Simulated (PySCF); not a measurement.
# C₃H₈O₂Si: geometry, spin-spin couplings

What spin-spin couplings should C₃H₈O₂Si (`C=COC[SiH2]O`) show?

The runs use PySCF 2.14.0, with density-fitted response routines of our own; the level of theory stands in each step. All values are computed, except where a source is named. Atoms are numbered from 0 throughout.

## 1. Starting geometry

14 atoms, charge 0, multiplicity 1; geometry from: GFN2-xTB. The atoms were then displaced at random by about 0.01 Å, so the start is not that level's minimum.

Bonds of the start (Å): C0–C1 1.31, C1–O2 1.34, O2–C3 1.44, C3–Si4 1.88, Si4–O5 1.63, C0–H6 1.06, C0–H7 1.08, C1–H8 1.10, C3–H9 1.10, C3–H10 1.12, Si4–H11 1.48, Si4–H12 1.43, O5–H13 0.96.

## 2. Optimising the geometry at PBE0-D3(BJ)/def2-SVP

The job: settings as JSON, then the geometry in Å.

```
{"job": {"xc": "PBE0", "basis": "def2-SVP", "d3": "d3bj", "grid": 1, "shake": 0.01, "kind": "geom"}, "charge": 0, "multiplicity": 1}
C     -2.528010    -0.064070     0.567530
C     -1.578790     0.700860     1.057960
O     -0.257770     0.559210     0.893710
C      0.261250    -0.539090     0.127240
Si     2.131240    -0.446140     0.236110
O      2.619630     1.034370    -0.232600
H     -2.368100    -0.897910    -0.061920
H     -3.555880     0.209530     0.775320
H     -1.774390     1.571260     1.706110
H     -0.144200    -0.456010    -0.887510
H     -0.175740    -1.478970     0.548900
H      2.507890    -0.690410     1.646330
H      2.733590    -1.330920    -0.718550
H      2.122120     1.813230     0.036070
```

The run is started by

```
OMP_NUM_THREADS=1 python probes_run.py task.json out
```

The driver reads the jobs from task.json and runs them one after another.

**Question.** This job is followed by: B3LYP/6-31G* indirect spin-spin coupling, non-relativistic, gas phase. Predict these results of the whole session: point group; rotational constants (main isotopes); largest coupling of the table (B3LYP/6-31G*).

The runs gave:

| quantity | value |
| --- | --- |
| point group | C1 |
| rotational constants (main isotopes) | 8.00, 1.32, 1.21 GHz |
| largest coupling of the table (B3LYP/6-31G*) | ¹J(Si,H) Si4–H11, -193.6 Hz (mean over like pairs) |

What this shows: The start of the PBE0/def2-SVP relaxation was shaken at random by about 0.01 Å, so part of the energy gained, and of the first lengths quoted, undoes that. Relaxing lowered the energy by 0.172 eV in 6 steps; the close pair that moved most is Si4–H12, from 1.434 to 1.488 Å. In the run at B3LYP/6-31G*, the largest coupling of the table is Si4–H11 (mean over like pairs), -193.6 Hz, of which the Fermi-contact term gives -194.0 Hz. Couplings across rotatable bonds belong to this one conformer; where others are populated, the observed values are averages. Couplings from bases without tight functions are rough.
